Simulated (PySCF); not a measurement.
**BAs (triplet) at other levels of theory**

Starting from one script, swap the method and compare what comes out for BAs (triplet).

The runs use PySCF 2.14.0; method and basis as typed in the scripts.

1 further run of the same task is left out (it didn't finish).

## 1. Starting geometry

BAs (triplet): 2 atoms, charge 0, spin multiplicity 3.

Bond lengths: B1–As2 1.890 Å.

## 2. Base script

File input.py:

```python
from pyscf import gto, dft

mol = gto.M(
    atom='B 0 0 0; As 0 0 1.89',
    basis='lanl2dz',
    ecp={'As': 'lanl2dz'},
    charge=0,
    spin=2,
    verbose=3,
)
mf = dft.UKS(mol, xc='bhandhlyp')
mf.kernel()
mf.mulliken_pop()
mf.dip_moment()
print('orbital energies (hartree):', [e[max(0, n-3):n+3].round(4) for e, n in zip(mf.mo_energy, mol.nelec)])
```

Launch:

```bash
$ OMP_NUM_THREADS=1 python input.py
```

The log of this run is left out.

It gives: E(SCF) = -30.758347 Eh, ⟨S²⟩ = 2.009, μ = 0.24 D.

The bond length is a typed value, not an optimised one. The triplet is typed in the script; nothing here shows that it is the ground state.

## 3. SCF alone

Run 1 changes step after the SCF: analyze → none.

File input.py:

```python
from pyscf import gto, dft

mol = gto.M(
    atom='B 0 0 0; As 0 0 1.89',
    basis='lanl2dz',
    ecp={'As': 'lanl2dz'},
    charge=0,
    spin=2,
    verbose=3,
)
mf = dft.UKS(mol, xc='bhandhlyp')
mf.kernel()
mf.dip_moment()
print('orbital energies (hartree):', [e[max(0, n-3):n+3].round(4) for e, n in zip(mf.mo_energy, mol.nelec)])
```

Launch:

```bash
$ OMP_NUM_THREADS=1 python input.py
```

## 4. M06l

Run 2 changes functional: bhandhlyp → m06l.

input.py, as its differences from that of step 2:

```diff
@@ -10,3 +10,3 @@
 )
-mf = dft.UKS(mol, xc='bhandhlyp')
+mf = dft.UKS(mol, xc='m06l')
 mf.kernel()
```

## 5. Blyp

Run 3 changes functional: bhandhlyp → blyp.

input.py, as its differences from that of step 2:

```diff
@@ -10,3 +10,3 @@
 )
-mf = dft.UKS(mol, xc='bhandhlyp')
+mf = dft.UKS(mol, xc='blyp')
 mf.kernel()
```

## 6. EOM-EE (UHF)

Run 4 changes step after the SCF: analyze → eomee; SCF type: UKS → UHF; functional: bhandhlyp → none (Hartree–Fock); frozen orbitals: none → 1; number of roots: none → 6.

input.py, as its differences from that of step 2:

```diff
@@ -1,2 +1,2 @@
-from pyscf import gto, dft
+from pyscf import gto, scf, cc
 
@@ -10,5 +10,8 @@
 )
-mf = dft.UKS(mol, xc='bhandhlyp')
+mf = scf.UHF(mol)
 mf.kernel()
-mf.mulliken_pop()
+mycc = cc.CCSD(mf, frozen=1)
+mycc.kernel()
+e = mycc.eeccsd(nroots=6)[0]
+print('roots (eV) =', (e*27.211386).round(3))
 mf.dip_moment()
```

Before running it: what results should come out? Wanted: for each run, E(SCF); from base; SCF dipole; after the SCF.

**Answer**, as computed:

```tsv
run	E(SCF) (hartree)	from base (eV)	SCF dipole (D)	after the SCF
base	-30.758347	0	0.24	n/a
SCF alone	-30.758347	0.0000	0.24	n/a
m06l	-30.804138	not comparable	0.04	n/a
blyp	-30.784241	not comparable	0.33	n/a
EOM-EE (UHF)	-30.501144	not comparable	0.57	CCSD correlation -2.547 eV, core frozen, first root 0.02 eV
```

**Reading.** A lower total energy from another functional means nothing by itself.
